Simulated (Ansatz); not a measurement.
# ZrNH+ (doublet): the correlation ladder, def2-TZVPP

One table from this session's results is given with a row withheld; the runs are named, their logs left out.

Program: Ansatz 0.2.0, Gaussian basis. Level of theory: def2-TZVPP, core rule «outside noble gas», up to 5 orbitals frozen. These are calculated values, not measurements.

To be run: UHF; ROHF; CCSD(T) on UHF.

2 further runs of the same task are left out: 2 set aside as unsound or not needed.

### The system

The geometry is a PBE0/def2-TZVP stationary point (not a proven minimum) of the parent state, kept for this charge and spin. No spin-orbit coupling is included. Elements past krypton take def2 core potentials.

3 atoms, charge 1, spin multiplicity 2.

Atoms are counted from 1 here; the program's logs count them from 0.

Bond lengths: Zr1–N2 1.791 Å, N2–H3 1.011 Å. Angles: Zr1–N2–H3 180.0°.

As a file:

```csv
atom,x (Å),y (Å),z (Å)
Zr1,0.0000,0.0000,1.5307
N2,0.0000,0.0000,-0.2599
H3,0.0000,0.0000,-1.2709
```

The first run:

in.yaml reads:

```yaml
crystal:
  periodic: [false, false, false]
  atoms:
    - {symbol: Zr, position_ang: [0.000000, 0.000000, 1.530732]}
    - {symbol: N, position_ang: [0.000000, 0.000000, -0.259859]}
    - {symbol: H, position_ang: [0.000000, 0.000000, -1.270873]}
basis:
  gaussian: {orbitals: def2-TZVPP}
total_charge: 1
magnetization: {spin_polarized: true, initial_magnetization: 1}
hamiltonian: {xc: hf}
output: {orbitals: {seedname: orbitals}}
```

Launch:

```console
ansatz run in.yaml --threads 1 --pin off --events-out ev --progress --plain --max-ram 2816MiB --backend cpu
```

Among the steps run: UHF; ROHF; CCSD(T) on UHF.

One table of the session follows, with a row left open; its other results are not shown here.

| method | from UCCSD(T) (kJ/mol) |
| --- | --- |
| ROHF | +813.5 |
| UHF | +798.6 |
| UMP2 | ? |
| UCCSD | +48.9 |
| UCCSD(T) | 0 |

Estimate the missing values for UMP2.

The run gave: from UCCSD(T) (kJ/mol): +57.3. In the column «from UCCSD(T) (kJ/mol)» it lies between UCCSD (+48.9) and UHF (+798.6).
